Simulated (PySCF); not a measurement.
# C6H12GaNSi: the cost of one run

Programs: PySCF 2.14.0, with density-fitted response routines of our own. Each step states its level of theory. These are calculated values for one molecule, in the gas phase or a continuum, unless marked as measured. Atoms are numbered from 0 throughout.

### 1 The starting structure

21 atoms, charge 0, multiplicity 1; geometry from: UFF. The atoms were then displaced at random by about 0.03 Å, so the start is not that level's minimum.

Bonds of the start (Å): Si0–C1 1.87, C1–C2 1.46, C2–C3 1.49, C3–C4 1.29, C4–N5 1.40, N5–Ga6 1.96, N5–C7 1.33, C7–C8 1.44, C8–C2 1.48, Si0–H9 1.39, Si0–H10 1.55, Si0–H11 1.52, C1–H12 1.18, C1–H13 1.08, C3–H14 1.16, C4–H15 1.03, Ga6–H16 1.58, Ga6–H17 1.61, Ga6–H18 1.58, C7–H19 1.05, C8–H20 1.09.

### 2 Geometry optimisation at PBE0-D3(BJ)/def2-SVP

What the job is given:

```
{"job": {"xc": "PBE0", "basis": "def2-SVP", "d3": "d3bj", "grid": 1, "shake": 0.03, "kind": "geom"}, "charge": 0, "multiplicity": 1}
Si    -3.217420    -0.548970     0.820390
C     -2.366580     0.037470    -0.737020
C     -0.933550     0.083460    -0.482420
C      0.013460    -1.048250    -0.649600
C      1.271020    -1.027010    -0.381730
N      1.833640     0.160590     0.098500
Ga     3.746730     0.167390     0.531830
C      1.142310     1.281990     0.297030
C     -0.278490     1.274060     0.093030
H     -2.835560    -1.817460     1.248800
H     -4.746750    -0.513800     0.547240
H     -2.995720     0.491490     1.908760
H     -2.797760     1.082490    -1.075960
H     -2.624190    -0.658460    -1.526980
H     -0.540270    -2.009640    -0.996060
H      1.880230    -1.853850    -0.469090
H      4.507720    -0.824300    -0.432020
H      3.893070    -0.240760     2.086180
H      4.292260     1.635170     0.314260
H      1.478610     2.191080     0.708230
H     -0.909520     2.153310     0.177420
```

Run with:

```console
> OMP_NUM_THREADS=1 python probes_run.py task.json out
```

The driver reads the jobs from task.json and runs them one after another.

**Question.** How long does this first job take on 1 thread of Arm Neoverse V1, shared host, and how much memory does it need?

About 4.8 min, with a peak of 1.2 GiB.
